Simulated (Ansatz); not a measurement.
# Hf2Ga: the cost of one run

Program: Ansatz 0.2.0. Level of theory: DFT PBEsol, scalar-relativistic, plane waves, PAW. These are calculated values, not measurements.

1 further run of the same task is left out (set aside as unsound or not needed). Runs told in other sessions of the task aren't counted.

## Step 1: The structure to begin with

The structure is tetragonal, space group I4/mcm (No. 140). The conventional cell has a = 6.612 Å, b = 6.612 Å, c = 5.246 Å, α = 90.00°, β = 90.00°, γ = 90.00°. Around Hf (site symmetry m2m) lie 4 Ga at 2.83 Å and 7 Hf at 2.88 to 3.32 Å. Around Ga (site symmetry 422) lie 2 Ga at 2.62 Å and 8 Hf at 2.83 Å.

Coordinates:

```
Hf Ga
1.0
    -3.30582    3.30582    2.62307
     3.30582   -3.30582    2.62307
     3.30582    3.30582   -2.62307
Hf Ga
4 2
Direct
  0.15406 0.65406 0.80813
  0.65406 0.84594 0.50000
  0.84594 0.34594 0.19187
  0.34594 0.15406 0.50000
  0.75000 0.75000 0.00000
  0.25000 0.25000 0.00000
```

It is the result of an earlier relaxation at this level (volume 19.11 Å³/atom; gap on the mesh: none (metal)).

## Step 2: Volume × 0.97

Input file input.yaml:

```yaml
crystal:
  lattice:
    - [-3.272425761, 3.272425761, 2.596574772]
    - [3.272425761, -3.272425761, 2.596574772]
    - [3.272425761, 3.272425761, -2.596574772]
  atoms:
    - { symbol: Hf, position: [0.1540640022, 0.6540640022, 0.8081280043] }
    - { symbol: Hf, position: [0.6540640022, 0.8459359978, 0.5] }
    - { symbol: Hf, position: [0.8459359978, 0.3459359978, 0.1918719957] }
    - { symbol: Hf, position: [0.3459359978, 0.1540640022, 0.5] }
    - { symbol: Ga, position: [0.75, 0.75, 0.0] }
    - { symbol: Ga, position: [0.25, 0.25, 0.0] }
basis:
  ecutwfc: 420
kpoints:
  mp_grid: { grid: [8, 8, 8] }
hamiltonian:
  xc: pbesol
scf:
  occupations: { method: gaussian, width: 0.1 }
output:
  forces: true
  stress: true
  eigenvalues: true
  write_density: true
  write_potential: true
  elf: true
  volumetric_format: npy
relax:
  adjacent_minimum: "off"
  f_tol: 0.01
  max_steps: 30
  cell: { stress_tol: 0.1, fix: [volume] }
```

Launch:

```console
> ansatz run input.yaml --threads 1 --pin off --max-ram 2560MiB --backend cpu --events-out ev --progress --plain --runs-dir out
```

What time and memory should one allow on 1 thread of Arm Neoverse V2, shared host?

About 2.3 min, with a peak of 0.66 GiB.
